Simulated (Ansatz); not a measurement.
SrAs2Ru2:

```
CELL_PARAMETERS angstrom
-2.08740 2.08740 5.70048
2.08740 -2.08740 5.70048
2.08740 2.08740 -5.70048
ATOMIC_POSITIONS crystal
Ru 0.75000 0.25000 0.50000
Ru 0.25000 0.75000 0.50000
Sr 0.00000 0.00000 0.00000
As 0.35678 0.35678 0.00000
As 0.64322 0.64322 0.00000
```

The cell is a database's computed one.

* Program: Ansatz 0.2.0
* Task: relaxation of cell and atoms
* Functional: PBE
* Dispersion: D4
* Potentials or basis: Ansatz PAW
* Cutoff: 420 eV (not typed: the program's choice for these potentials)
* k mesh: 9 × 9 × 9
* Occupations: fermi-dirac, width 0.05 eV
* Spin: no spin polarisation

At the start: volume 19.87 Å³/atom.

Question: Where does the relaxation end?

Answer: It ends after 6 steps and the volume is 19.23 Å³/atom (-3.2 %); space group I4/mmm (No. 139, to 0.05 Å).

The path:
```tsv
step	energy change (eV)	largest force (eV/Å)	volume (Å³)
1	0.0000	0.3629	99.35
2	-0.0213	0.2150	95.48
3	-0.0316	0.0618	96.62
4	-0.0333	0.0024	96.42
5	-0.0337	0.0067	96.14
6	-0.0331	0.0067	96.14
```

Final structure:
```
CELL_PARAMETERS angstrom
-2.09319 2.09319 5.48547
2.09319 -2.09319 5.48547
2.09319 2.09319 -5.48547
ATOMIC_POSITIONS crystal
Ru 0.75000 0.25000 0.50000
Ru 0.25000 0.75000 0.50000
Sr 0.00000 0.00000 0.00000
As 0.36157 0.36157 0.00000
As 0.63843 0.63843 0.00000
```

Caveat: the plane-wave basis is chosen anew once the cell has moved, so the energies of steps on either side of that aren't comparable.
